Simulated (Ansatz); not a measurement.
# BH₃S₂Si: basis-set convergence

An exercise on one series of results from a longer session: the logs are not shown, and one member is left open.

The runs use Ansatz 0.2.0, Gaussian basis; one geometry, several basis sets.

Plan: PBE0-D4/def2-SVP; ωB97M-V/def2-SVP; PBE0-D4/def2-QZVPP; ωB97M-V/def2-QZVPP; the functionals' def2-TZVPP values are taken from earlier runs.

## The relaxed structure

All runs share one geometry, relaxed beforehand with PBE0-D4 in a triple-zeta def2 set.

SMILES `B1[SiH2]SS1`, 7 atoms, charge 0, spin multiplicity 1.

Atoms are counted from 1 here; the program's logs count them from 0.

Bond lengths: B1–Si2 1.995 Å, B1–S4 1.761 Å, B1–H5 1.189 Å, Si2–S3 2.184 Å, Si2–H6 1.487 Å, Si2–H7 1.487 Å, S3–S4 2.108 Å. Angles: Si2–B1–S4 96.5°, Si2–B1–H5 141.6°, S4–B1–H5 121.9°, B1–Si2–S3 86.6°, B1–Si2–H6 118.8°, B1–Si2–H7 118.7°, S3–Si2–H6 111.1°, S3–Si2–H7 111.1°, H6–Si2–H7 108.4°, Si2–S3–S4 81.6°, B1–S4–S3 95.3°.

The first run:

Contents of in.yaml:

```yaml
crystal:
  periodic: [false, false, false]
  atoms:
    - {symbol: B, position_ang: [-0.878455, 0.288760, -0.768046]}
    - {symbol: Si, position_ang: [0.692724, 0.309220, 0.461942]}
    - {symbol: S, position_ang: [0.380402, -1.841182, 0.685946]}
    - {symbol: S, position_ang: [-1.201719, -1.437946, -0.647538]}
    - {symbol: H, position_ang: [-1.540629, 1.006605, -1.445733]}
    - {symbol: H, position_ang: [0.570593, 1.007726, 1.769215]}
    - {symbol: H, position_ang: [2.038283, 0.598916, -0.101487]}
basis:
  gaussian: {orbitals: def2-SVP}
hamiltonian: {xc: pbe0, dispersion: d4}
output: {orbitals: {seedname: orbitals}}
```

Run with:

```bash
> ansatz run in.yaml --threads 2 --pin off --events-out ev --progress --plain --max-ram 4352MiB
```

Steps of the session up to this table: PBE0-D4 in def2-SVP; ωB97M-V in def2-SVP; PBE0-D4 in def2-QZVPP; ωB97M-V in def2-QZVPP.

One of the session's tables, all rows but one given; the rest of the session is left out.

It belongs to the step «Functionals by basis». 

| functional | basis | HOMO (eV) | LUMO (eV) |
| --- | --- | --- | --- |
| PBE0-D4 | def2-SVP | -6.89 | -2.03 |
| PBE0-D4 | def2-TZVPP | -6.91 | -2.09 |
| PBE0-D4 | def2-QZVPP | -6.92 | -2.12 |
| ωB97M-V | def2-SVP | -8.95 | 0.04 |
| ωB97M-V | def2-TZVPP | ? | ? |
| ωB97M-V | def2-QZVPP | -9.02 | -0.14 |

**Question.** Estimate the row for ωB97M-V, def2-TZVPP.

As computed: HOMO (eV): -9.00; LUMO (eV): -0.09. In the column «HOMO (eV)» it lies between ωB97M-V, def2-QZVPP (-9.02) and ωB97M-V, def2-SVP (-8.95).
